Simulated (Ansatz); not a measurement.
# CH₃ClF₂O₂W: small, medium and large basis sets

The task here is to estimate one member of a computed series from the others.

Computed with Ansatz 0.2.0, Gaussian basis. Level: one geometry, several basis sets.

Plan: PBE0-D4/def2-SVP; ωB97M-V/def2-SVP; PBE0-D4/def2-QZVPP; ωB97M-V/def2-QZVPP; the functionals' def2-TZVPP values are taken from earlier runs.

### The relaxed structure

All runs share one geometry, relaxed beforehand with PBE0-D4 in a triple-zeta def2 set. W takes the def2 core potential; no spin-orbit term is included.

SMILES `C[O][W](=[O])([F])([F])[Cl]`, 10 atoms, charge 0, spin multiplicity 1.

Atoms are counted from 1 here; the program's logs count them from 0.

Bond lengths: C1–O2 1.404 Å, C1–H8 1.093 Å, C1–H9 1.091 Å, C1–H10 1.094 Å, O2–W3 1.844 Å, W3–O4 1.677 Å, W3–F5 1.877 Å, W3–F6 1.860 Å, W3–Cl7 2.295 Å. Angles: O2–C1–H8 110.0°, O2–C1–H9 108.5°, O2–C1–H10 109.3°, H8–C1–H9 109.5°, H8–C1–H10 109.7°, H9–C1–H10 109.8°, C1–O2–W3 141.0°, O2–W3–O4 105.6°, O2–W3–F5 84.5°, O2–W3–F6 89.6°, O2–W3–Cl7 148.2°, O4–W3–F5 104.3°, O4–W3–F6 103.8°, O4–W3–Cl7 106.0°, F5–W3–F6 151.8°, F5–W3–Cl7 84.2°, F6–W3–Cl7 86.6°.

Set-up of the first run:

Contents of in.yaml:

```yaml
crystal:
  periodic: [false, false, false]
  atoms:
    - {symbol: C, position_ang: [0.320067, -1.740711, 0.014271]}
    - {symbol: O, position_ang: [-0.303584, -0.559366, 0.447446]}
    - {symbol: W, position_ang: [-0.353488, 1.248307, 0.088323]}
    - {symbol: O, position_ang: [-1.980323, 1.656409, 0.059775]}
    - {symbol: F, position_ang: [0.024354, 0.726768, -1.674242]}
    - {symbol: F, position_ang: [0.161567, 1.597816, 1.841410]}
    - {symbol: Cl, position_ang: [0.786311, 3.156812, -0.481055]}
    - {symbol: H, position_ang: [1.238705, -1.907440, 0.581607]}
    - {symbol: H, position_ang: [-0.364741, -2.574180, 0.176534]}
    - {symbol: H, position_ang: [0.554132, -1.655816, -1.051171]}
basis:
  gaussian: {orbitals: def2-SVP}
hamiltonian: {xc: pbe0, dispersion: d4}
output: {orbitals: {seedname: orbitals}}
```

Launch:

```console
> ansatz run in.yaml --threads 4 --pin off --events-out ev --progress --plain --max-ram 11315MiB
```

Steps of the session up to this table: PBE0-D4 in def2-SVP; ωB97M-V in def2-SVP; PBE0-D4 in def2-QZVPP; ωB97M-V in def2-QZVPP.

One of the session's tables, all rows but one given; the rest of the session is left out.

It belongs to the step «Functionals by basis». 

```
functional       basis  HOMO (eV)  LUMO (eV)
   PBE0-D4    def2-SVP      -9.40      -3.54
   PBE0-D4  def2-TZVPP          ?          ?
   PBE0-D4  def2-QZVPP      -9.46      -3.46
   ωB97M-V    def2-SVP     -11.64      -1.38
   ωB97M-V  def2-TZVPP     -11.72      -1.29
   ωB97M-V  def2-QZVPP     -11.75      -1.33
```

Q: Estimate the row for PBE0-D4, def2-TZVPP from the others.

**Answer.** HOMO (eV): -9.44; LUMO (eV): -3.44. In the column «HOMO (eV)» it lies between PBE0-D4, def2-QZVPP (-9.46) and PBE0-D4, def2-SVP (-9.40).
